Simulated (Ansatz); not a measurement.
# BH3O2Si: vertical ionisation energy

An exercise on one series of results from a longer session: the logs are not shown, and one member is left open.

Program: Ansatz 0.2.0, Gaussian basis. Level of theory: unrestricted cation, the program's frozen cores in correlated methods. These are calculated values, not measurements.

Levels to be run: UKS PBE-D4/def2-TZVPP; UKS r2SCAN-D4/def2-TZVPP; UKS PBE0-D4/def2-TZVPP; UKS B3LYP-D4/def2-TZVPP; UKS wB97X-V/def2-TZVPP; UKS wB97M-V/def2-TZVPP; UKS B2PLYP/def2-TZVPP; UHF-CCSD(T)/def2-TZVPP; UHF-MP2/def2-QZVPP; extrapolation to the limit; then −ε(HOMO) from the neutral's earlier runs with LDA (SPW92), PBE-D4, revPBE-D4, BLYP-D4, r2SCAN-D4, B97M-V, PBE0-D4, B3LYP-D4, r2SCANh-D4, r2SCAN0-D4, HSE06-D4, BHLYP-D4, CAM-B3LYP-D4, LC-ωPBE, ωB97X-V, ωB97M-V.

## Structure used throughout

All runs share one geometry, relaxed beforehand with PBE0-D4 in a triple-zeta def2 set.

SMILES `OB1O[SiH2]1`, 7 atoms, charge 0, spin multiplicity 1.

Atoms are counted from 1 here; the program's logs count them from 0.

Bond lengths: O1–B2 1.341 Å, O1–H5 0.959 Å, B2–O3 1.354 Å, B2–Si4 1.895 Å, O3–Si4 1.737 Å, Si4–H6 1.483 Å, Si4–H7 1.483 Å. Angles: B2–O1–H5 113.3°, O1–B2–O3 130.2°, O1–B2–Si4 167.8°, O3–B2–Si4 62.0°, B2–O3–Si4 74.5°, B2–Si4–O3 43.5°, B2–Si4–H6 125.0°, B2–Si4–H7 125.0°, O3–Si4–H6 112.9°, O3–Si4–H7 112.9°, H6–Si4–H7 109.8°.

Set-up of the first run:

Input file in.yaml:

```yaml
crystal:
  periodic: [false, false, false]
  atoms:
    - {symbol: O, position_ang: [-1.652073, -0.796526, -0.963626]}
    - {symbol: B, position_ang: [-0.566799, -0.392440, -0.286911]}
    - {symbol: O, position_ang: [0.190731, -1.049022, 0.623224]}
    - {symbol: Si, position_ang: [0.912316, 0.523273, 0.465313]}
    - {symbol: H, position_ang: [-2.001561, -0.126829, -1.554729]}
    - {symbol: H, position_ang: [0.878692, 1.302452, 1.726934]}
    - {symbol: H, position_ang: [2.299994, 0.471092, -0.055805]}
basis:
  gaussian: {orbitals: def2-TZVPP}
total_charge: 1
magnetization: {spin_polarized: true, initial_magnetization: 1}
hamiltonian: {xc: pbe, dispersion: d4}
```

Started as:

```
$ ansatz run in.yaml --threads 2 --pin off --events-out ev --progress --plain --max-ram 4352MiB
```

Among the steps run: Cation, UKS PBE-D4/def2-TZVPP; Cation, UKS r2SCAN-D4/def2-TZVPP; Cation, UKS PBE0-D4/def2-TZVPP; Cation, UKS B3LYP-D4/def2-TZVPP; Cation, UKS wB97X-V/def2-TZVPP; Cation, UKS wB97M-V/def2-TZVPP; Cation, UKS B2PLYP (frozen core)/def2-TZVPP; Cation, UHF-CCSD(T)/def2-TZVPP; Cation, UHF-MP2/def2-QZVPP.

One of the session's tables, all rows but one given; the rest of the session is left out.

It belongs to the step «Ionisation energies side by side». For comparison, −ε(HOMO) of the neutral from earlier runs:

```
  functional  −ε(HOMO) (eV)
 LDA (SPW92)           6.03
      PBE-D4           5.88
   revPBE-D4           5.82
     BLYP-D4           5.77
   r2SCAN-D4           6.09
      B97M-V           6.15
     PBE0-D4           7.07
    B3LYP-D4           6.88
  r2SCANh-D4           6.54
  r2SCAN0-D4           7.21
    HSE06-D4              ?
    BHLYP-D4           8.18
CAM-B3LYP-D4           8.42
     LC-ωPBE           9.72
     ωB97X-V           9.38
     ωB97M-V           9.21
```

Estimate the missing values for HSE06-D4.

The run gave: −ε(HOMO) (eV): 6.67. In the column «−ε(HOMO) (eV)» it lies between r2SCANh-D4 (6.54) and B3LYP-D4 (6.88).
